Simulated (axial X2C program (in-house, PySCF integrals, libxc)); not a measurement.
**A two-component session on BrAl: properties at the nuclei**

Wanted for BrAl: properties at the nuclei, at the two-component level.

Computed with an in-house X2C program for linear molecules on PySCF integrals. Level: two-component X2C with atomic mean-field terms, Br dyall-cv3z, Al dyall-v3z.

All values are calculated.

## (1) The job

File task.json:

```json
{"zs": [35, 13], "q": 0, "bas": ["dyall-cv3z", "dyall-v3z"], "r0": 2.4, "levels": ["PBE0", "HF", "PBE50", "PBE", "B3LYP"], "nst": 3}
```

Keys: zs atomic numbers; q charge; bas basis sets; r0 starting distance in Å; levels methods (HF also brings MP2); nst determinants followed.

Run with:

```sh
> python soeom.py task.json out
```

Nuclei are Gaussian, cores are contracted, and the Gaunt term is on.

## (2) Expectation values, lowest determinant

R = 2.320 Å. State: Ω = 0 (closed shell).

Output of the PBE0 run:

```text
two-component X2C + atomic mean field  PBE0
basis functions 151  fitting functions 884  grid points 5081
iter        total energy     max residual
   1      -2847.943736890     3.84e-05
   2      -2847.943736893     2.30e-05
   3      -2847.943736899     2.69e-06
converged
one-electron -4166.88025996  Coulomb 1327.39466485  exact exchange -27.31810117  xc functional -83.90160748  nuclear repulsion 103.78259956  atomic mean-field constant -1.02103270
```

The highest occupied spinor is 51% Al s, 23% Al p, 22% Br p.

| level | qzz Br (a.u.) | qzz Al (a.u.) | μ (D) |
| --- | --- | --- | --- |
| PBE0 | 1.23 | -0.85 | 1.71 |
| HF | 1.27 | -0.90 | 1.83 |
| PBE50 | 1.31 | -0.86 | 1.80 |
| PBE | 1.13 | -0.83 | 1.58 |
| B3LYP | 1.15 | -0.86 | 1.82 |

qzz is the electric field gradient, eQq0 = 234.96 MHz × Q/barn × qzz; μ is positive if Al is the positive end. The operators were transformed with the bare-nucleus X2C matrices.

## (3) Summary of results

| quantity | value |
| --- | --- |
| lowest determinant | Ω = 0 (closed shell) |
| qzz Br (a.u.), PBE0 | 1.23 |
| qzz Al (a.u.), PBE0 | -0.85 |
| μ (D), PBE0 | 1.71 |

In words: The expectation values come from single determinants, which for open shells can mix terms of unlike spin or miss the lowest Ω, so a determinant need not be a state. qzz is the electric field gradient, eQq0 = 234.96 MHz × Q/barn × qzz; μ is positive if Al is the positive end. The operators were transformed with the bare-nucleus X2C matrices.
